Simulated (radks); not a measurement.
# In³⁺ in [Kr] 4d10: an all-electron calculation

One table from this session's results is given with a row withheld; the runs are named, their logs left out.

Method: Dirac Kohn-Sham, BLYP, spin-unpolarised, spherical densities, finite nucleus. Code: radks (a radial shooting solver on a logarithmic mesh, Libxc functionals) version 1.

**The atom as given**

* element: indium (Z = 49)
* charge: +3
* electrons: 46
* configuration: [Kr] 4d10
* nuclear rms radius: 4.6156 fm

The outer shells:

In³⁺
```
[Kr] core
4d [↑↓][↑↓][↑↓][↑↓][↑↓]
```

The first run:

Settings of this run:

```text
Z 49
configuration [Kr] 4d10
relativity Dirac
functional b88,lyp
spin unpolarised
j_filling average
nucleus finite rms 4.6156 fm
c 137.035999084
```

Run with:

```
python run_ks.py task.json out
```

The same process makes all the runs of this session.

Among the steps run: Self-consistent calculation.

One of the session's tables, all rows but one given; the rest of the session is left out.

It belongs to the step «Orbitals and density». Sizes of the orbitals, from the radial functions (bohr):

```
level      <r>  outermost maximum (interpolated)  90 % within  nodes
1s1/2  0.02971                            0.0192       0.0534      0
2s1/2   0.1281                             0.109        0.198      1
2p1/2   0.1084                            0.0838        0.178      0
2p3/2   0.1137                            0.0883        0.185      0
3s1/2   0.3484                             0.316        0.513      2
3p1/2   0.3395                             0.302        0.511      1
3p3/2        ?                                 ?            ?      ?
3d3/2   0.3223                             0.256        0.509      0
3d5/2   0.3259                             0.259        0.514      0
4s1/2   0.8474                             0.770         1.23      3
4p1/2   0.8998                             0.799         1.33      2
4p3/2   0.9299                             0.824         1.37      2
4d3/2    1.145                             0.923         1.78      1
4d5/2    1.159                             0.933         1.81      1
```

Q: Estimate the row for 3p3/2 from the others.

As computed: <r>: 0.3506; outermost maximum (interpolated): 0.312; 90 % within: 0.527; nodes: 1. In the column «<r>» it lies between 3s1/2 (0.3484) and 4s1/2 (0.8474).
